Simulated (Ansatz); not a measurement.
# Be2Cu11Ni3: the cost of one run

Program: Ansatz 0.2.0. Level of theory: DFT PBE, scalar-relativistic, plane waves, PAW. These are calculated values, not measurements.

**1. The system as given**

The cell holds 16 atoms (Be2Cu11Ni3): a = 5.616 Å, b = 5.635 Å, c = 5.823 Å, α = 90.51°, β = 90.83°, γ = 92.29°.

It is the last frame of an earlier stage of the same melt, run at 2110 K.

As a file:

```xyz
16
Lattice="5.6152 -0.1126 -0.0418 -0.1126 5.6341 -0.0260 -0.0418 -0.0260 5.8223" Properties=species:S:1:pos:R:3 pbc="T T T"
Cu    5.1931    0.0281    4.2445
Cu    0.7662    4.3282    0.1303
Cu    2.4259    0.1756    1.3228
Cu    3.7959    1.6745    5.4417
Cu    2.2179    0.1867    4.2835
Cu    5.0357    2.7228    1.2777
Cu    3.6466    4.3548    5.5875
Cu    3.6599    1.6466    3.0079
Cu    3.6770    4.2481    3.0895
Cu    2.5844    3.1867    1.2934
Cu    0.8279    1.5408    2.8667
Ni    1.8941    2.7144    4.6496
Ni    4.8623    0.0595    1.2828
Ni    0.6154    4.3182    2.8820
Be    5.2810    2.5223    4.3255
Be    0.6726    1.6918    0.2118
```

**2. A single point on the frame at 2110 K**

The electrons keep the Fermi-Dirac width of that temperature.

input.yaml

```yaml
crystal:
  lattice:
    - [5.615181, -0.112583, -0.041801]
    - [-0.112583, 5.634136, -0.026009]
    - [-0.041801, -0.026009, 5.822343]
  atoms:
    - { symbol: Cu, position: [0.9308477612, 0.0269896572, 0.7358128194] }
    - { symbol: Cu, position: [0.1521233316, 0.7713785575, 0.0269234582] }
    - { symbol: Cu, position: [0.4345551452, 0.0409229302, 0.230493834] }
    - { symbol: Cu, position: [0.689342175, 0.3153303526, 0.9409776811] }
    - { symbol: Cu, position: [0.4013718821, 0.0445692235, 0.7387887561] }
    - { symbol: Cu, position: [0.9085806063, 0.5024784124, 0.2282115661] }
    - { symbol: Cu, position: [0.6724877733, 0.7908402481, 0.9680255129] }
    - { symbol: Cu, position: [0.661844884, 0.3078880177, 0.5227411756] }
    - { symbol: Cu, position: [0.6742797777, 0.7699612277, 0.5389122414] }
    - { symbol: Cu, position: [0.4734955873, 0.5761190575, 0.2281142742] }
    - { symbol: Cu, position: [0.1567084663, 0.2788888357, 0.4947265588] }
    - { symbol: Ni, position: [0.3531730657, 0.4925357539, 0.8033173696] }
    - { symbol: Ni, position: [0.8681857871, 0.0289635781, 0.2266906312] }
    - { symbol: Ni, position: [0.1287734445, 0.7713130022, 0.4993551231] }
    - { symbol: Be, position: [0.9555162459, 0.4702507324, 0.7518708178] }
    - { symbol: Be, position: [0.1261506521, 0.3029805497, 0.0386394739] }
basis:
  ecutwfc: 420
kpoints:
  mp_grid: { grid: [4, 4, 4] }
hamiltonian:
  xc: pbe
scf:
  occupations: { method: fermi_dirac, width: 0.1818 }
output:
  forces: true
  stress: true
  eigenvalues: true
  populations: true
```

Command:

```bash
ansatz run input.yaml --threads 2 --pin off --max-ram 5120MiB --backend cpu --events-out ev --progress --plain --runs-dir out
```

What time and memory should one allow on 2 threads of Arm Neoverse V2, shared host?

About 98 s, with a peak of 1.1 GiB.
